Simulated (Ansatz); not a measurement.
Which YAML input does this script hand to the engine? (the Python package of Ansatz (0.2.0))

`cl2geh2se.py`:
```python
"""Electronic structure of the Cl2GeH2Se molecule."""

from pathlib import Path

import ansatz as az
import numpy as np
import pandas as pd

geometry_ang = [
    ("Cl", (-1.0569, 0.255, -1.9069)),
    ("Ge", (-0.4242, -0.4174, 0.0062)),
    ("Cl", (-1.441, 0.698, 1.5675)),
    ("Se", (1.9829, -0.0954, 0.1701)),
    ("H", (-0.7525, -1.9288, 0.1313)),
    ("H", (1.7337, 1.4246, -0.0144)),
]
geometry = az.Crystal.molecule()
for symbol, xyz in geometry_ang:
    geometry = geometry.atom(symbol, xyz)

model = (
    geometry.calculation()
    .basis(gaussian="cc-pVDZ")
    .functional("HF")
    .forces()
    .orbitals()
)
res = model.run(runs_dir="out")
data = res.report

print(f"E = {data['free_energy_ev']:.6f} eV = {data['free_energy_ev'] / 27.211386246:.7f} Ha")
print("converged:", data["converged"], " doubts:", data["published_state_doubts"] or "none")

state = data["mean_field"]["state"]
print(f"mean field: {state['energy']['hartree']:.7f} Ha, <S^2> = {abs(state['spin_squared']):.4f}, stability: {state.get('stability', {}).get('kind')}")

symbols = [site.symbol for site in geometry.cartesian_sites]
forces = np.array(data["forces_ev_ang"])
print("largest force", round(float(np.linalg.norm(forces, axis=1).max()), 4), "eV/A, rms", round(float(np.sqrt((forces ** 2).mean())), 4))

charges = data["charge_distribution"]
table = pd.DataFrame({"atom": symbols, "mulliken": charges["mulliken_charges_e"], "lowdin": charges["lowdin_charges_e"]})
print(table.round(3).to_string())
print("dipole (e A):", np.round(charges["dipole_moment_e_ang"], 4) + 0.0)

lines = Path(data["orbitals_path"]).read_text().splitlines()
field_of = lambda key: [line.split("=")[1].strip() for line in lines if line.startswith(key)]
orbitals = [(27.211386 * float(e), s, float(n)) for e, s, n in zip(field_of("Ene="), field_of("Spin="), field_of("Occup="))]
homo = max(e for e, _, n in orbitals if n > 0.5)
lumo = min(e for e, _, n in orbitals if n < 0.5)
print(f"HOMO {homo:.3f} eV, LUMO {lumo:.3f} eV, gap {lumo - homo:.3f} eV")
```

```console
$ python cl2geh2se.py
E = -146817.100418 eV = -5395.4289242 Ha
converged: True  doubts: none
mean field: -5395.4289242 Ha, <S^2> = 0.0000, stability: minimum
largest force 2.3596 eV/A, rms 0.8178
  atom  mulliken  lowdin
0   Cl    -0.292   0.083
1   Ge     0.773  -0.147
2   Cl    -0.310   0.043
3   Se    -0.204   0.080
4    H    -0.044  -0.063
5    H     0.077   0.005
dipole (e A): [ 0.1179 -0.192   0.0075]
HOMO -10.100 eV, LUMO 1.810 eV, gap 11.910 eV
```

`input.yaml`:
```yaml
crystal:
  periodic: [false, false, false]
  atoms:
    - { symbol: Cl, position_ang: [-1.0569, 0.255, -1.9069] }
    - { symbol: Ge, position_ang: [-0.4242, -0.4174, 0.0062] }
    - { symbol: Cl, position_ang: [-1.441, 0.698, 1.5675] }
    - { symbol: Se, position_ang: [1.9829, -0.0954, 0.1701] }
    - { symbol: H, position_ang: [-0.7525, -1.9288, 0.1313] }
    - { symbol: H, position_ang: [1.7337, 1.4246, -0.0144] }
basis:
  gaussian:
    orbitals: cc-pVDZ
hamiltonian:
  xc: hf
output:
  orbitals: {}
  forces: true
```

Reading the output:
- Total energies depend on the basis set; only differences at equal settings carry meaning.
- The geometry is a force-field or estimated start, not a minimum of this method, and the basis set is short of its limit.
- The Löwdin charges here are taken after orthogonalising the functions within each atom; they differ from plain Löwdin charges, and their signs can be unphysical.
- Levels such as HOMO and LUMO are orbital energies: in Hartree-Fock the gap is too wide and the LUMO hangs on the basis.
- Finished in 4.3 s on 1 thread of Arm Neoverse V2, with other jobs on the host, peak memory 0.38 GiB.
